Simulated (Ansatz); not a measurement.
Run this with Ansatz 0.2.0, Python API and show what comes out.

The script, `run_bend.py`:
```python
"""Bending curve of H5NOSSn."""

from dataclasses import dataclass
import warnings

import ansatz as az
from ase import Atoms


@dataclass(frozen=True)
class Options:
    basis_set: str = "def2-SVP"
    functional: str = "pbe0"
    fmax: float = 0.02
    method: str = "mp2"


opts = Options()


def main() -> None:
    warnings.simplefilter("ignore", az.DeckWarning)

    atoms = Atoms(["N", "Sn", "O", "S", "H", "H", "H", "H", "H"], positions=[
        (-0.4708, 0.7875, -1.43),
        (0.2478, -0.2629, 0.1246),
        (0.4756, -2.1386, -0.4565),
        (-1.2102, -0.1727, 1.9839),
        (-0.6162, 1.8076, -1.1189),
        (0.2125, 0.8605, -2.188),
        (1.8167, 0.4229, 0.613),
        (0.8519, -2.5891, 0.3694),
        (-1.2188, 1.2384, 2.0854),
    ])

    # start the scan from a relaxed geometry
    first = (
        az.Crystal.molecule_from_ase(atoms).calculation()
        .basis(gaussian=opts.basis_set)
        .accuracy("medium")
        .functional(opts.functional)
        .relax(force_tolerance=opts.fmax, max_steps=80)
    )
    atoms.positions = first.run(threads=1).report["positions_ang"]

    rows = []
    for angle in [85, 95, 105, 115, 125, 140, 160]:
        bent = atoms.copy()
        bent.set_angle(1, 2, 7, angle, indices=[7])
        calc = (
            az.Crystal.molecule_from_ase(bent).calculation()
            .basis(gaussian=opts.basis_set)
            .correlation(opts.method, electrons="valence")
            .accuracy("medium")
        )
        rows.append((angle, calc.run(threads=1).report["free_energy_ev"]))
    floor = min(e for _, e in rows)
    for angle, e in rows:
        print(f"angle Sn1-O2-H7 = {angle:3d} deg   {1000 * (e - floor):9.1f} meV")


if __name__ == "__main__":
    main()
```

```console
$ python run_bend.py
angle Sn1-O2-H7 =  85 deg       321.4 meV
angle Sn1-O2-H7 =  95 deg       112.0 meV
angle Sn1-O2-H7 = 105 deg        14.1 meV
angle Sn1-O2-H7 = 115 deg         0.0 meV
angle Sn1-O2-H7 = 125 deg        47.6 meV
angle Sn1-O2-H7 = 140 deg       191.2 meV
angle Sn1-O2-H7 = 160 deg       411.8 meV
```

What to keep in mind:
- These settings explore the input space; basis and method may be short of convergence.
- The scan is rigid, and the energies are electronic, in a modest basis. The zero is the lowest point of the grid, which needn't be the minimum.
- def2 sets replace the cores of elements past krypton by effective core potentials.
- The start is relaxed with a density functional and scanned with the wavefunction method, so it isn't exactly that method's minimum.
- Finished in 4.6 min on 1 thread of Arm Neoverse V2, with other jobs on the host, peak memory 0.29 GiB.
